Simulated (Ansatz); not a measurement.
# GeH− (singlet): from Hartree-Fock to the top rungs at distance Ge1–H2 = 3.572 Å, aug-cc-pVDZ

The task here is to estimate one member of a computed series from the others.

Program: Ansatz 0.2.0, Gaussian basis. Level of theory: aug-cc-pVDZ, core rule «outside noble gas», up to 14 orbitals frozen. These are calculated values, not measurements.

Plan: UHF; CCSD(T) on RHF; CCSD(T) on UHF; BCCD(T) on RHF; CISD; CCSDT(Q) on RHF; CCSDT(Q) on UHF; CASSCF and MRCISD+Q, 2 electrons in 2 orbitals; CASSCF and NEVPT2, 2 electrons in 2 orbitals; CASSCF and MRCISD+Q, 6 electrons in 5 orbitals; CASSCF and NEVPT2, 6 electrons in 5 orbitals; Full CI.

21 further runs of the same task are left out: 4 for a known fault of the program, 14 that didn't finish, 3 set aside as unsound or not needed.

## What is computed

The geometry derives from a PBE0/def2-TZVPD stationary point (not a proven minimum). One bond is set to the value named and the two fragments are kept rigid. No spin-orbit coupling is included. The filled d shell of Ge may be among the frozen orbitals whatever the setting's name suggests; the logs give the count.

2 atoms, charge -1, spin multiplicity 1.

Atoms are counted from 1 here; the program's logs count them from 0.

No contacts short enough for the rule that draws bonds.

Set-up of the first run:

File in.yaml:

```yaml
crystal:
  periodic: [false, false, false]
  atoms:
    - {symbol: Ge, position_ang: [0.000000, 0.000000, 0.000000]}
    - {symbol: H, position_ang: [0.000000, 0.000000, 3.572000]}
basis:
  gaussian: {orbitals: aug-cc-pVDZ}
total_charge: -1
magnetization: {spin_polarized: true, initial_magnetization: 0}
hamiltonian: {xc: hf}
output: {orbitals: {seedname: orbitals}}
```

Started as:

```
$ ansatz run in.yaml --threads 1 --pin off --events-out ev --progress --plain --max-ram 2393MiB
```

Steps of the session up to this table: UHF; CCSD(T) on RHF; CCSD(T) on UHF; BCCD(T) on RHF; CISD; CCSDT(Q) on RHF; CCSDT(Q) on UHF; CASSCF and MRCISD+Q, 2 electrons in 2 orbitals; CASSCF and NEVPT2, 2 electrons in 2 orbitals; CASSCF and MRCISD+Q, 6 electrons in 5 orbitals; CASSCF and NEVPT2, 6 electrons in 5 orbitals; Full CI.

One of the session's tables, all rows but one given; the rest of the session is left out.

| method | from FCI (kJ/mol) |
| --- | --- |
| RHF | +360.1 |
| RMP2 | +140.6 |
| CISD | +69.8 |
| RCCSD | +38.0 |
| RCCSD(T) | +18.3 |
| BCCD(T) | ? |
| RCCSDT | +4.1 |
| RCCSDT(Q) | -1.6 |
| CASSCF valence | +229.1 |
| NEVPT2 valence | +72.5 |
| MRCISD valence | +16.6 |
| MRCISD+Q valence | -1.8 |
| FCI | 0 |

Q: Estimate the row for BCCD(T) from the others.

The run gave: from FCI (kJ/mol): +19.2. In the column «from FCI (kJ/mol)» it lies between RCCSD(T) (+18.3) and RCCSD (+38.0).

Among the levels timed on like hardware and quicker than the yardstick, those that no quicker one beats, quickest first: CISD (2.8 s, +69.8 kJ/mol); MRCISD+Q valence (4.5 s, -1.8 kJ/mol); RCCSDT(Q) (13 s, -1.6 kJ/mol).

Left out of the table: CASSCF pair, NEVPT2 pair, MRCISD pair, MRCISD+Q pair (the active space lost an orbital or holds another state than full CI finds).

Caveats from the session: The report flags that the cluster equations may have other roots. The yardstick is full CI for this spin, exact in this basis with these frozen cores. Left out of the table: UHF, UMP2, UCCSD, UCCSD(T), UCCSDT, UCCSDT(Q) (another determinant or state than the rows shown). The program flags RCCSDT(Q) as in doubt, so those rows may rest on another solution; read them beside their warnings. RCCSDT(Q), MRCISD+Q valence fall below full CI, which methods that aren't variational can do. With 2.5 effectively unpaired electrons against 0 the state is strongly multireference. Of the multireference levels listed MRCISD+Q valence comes nearest in total energy (-1.8 kJ/mol), which doesn't show that its space is the better one. Warnings in the runs' records: large difference, other roots.
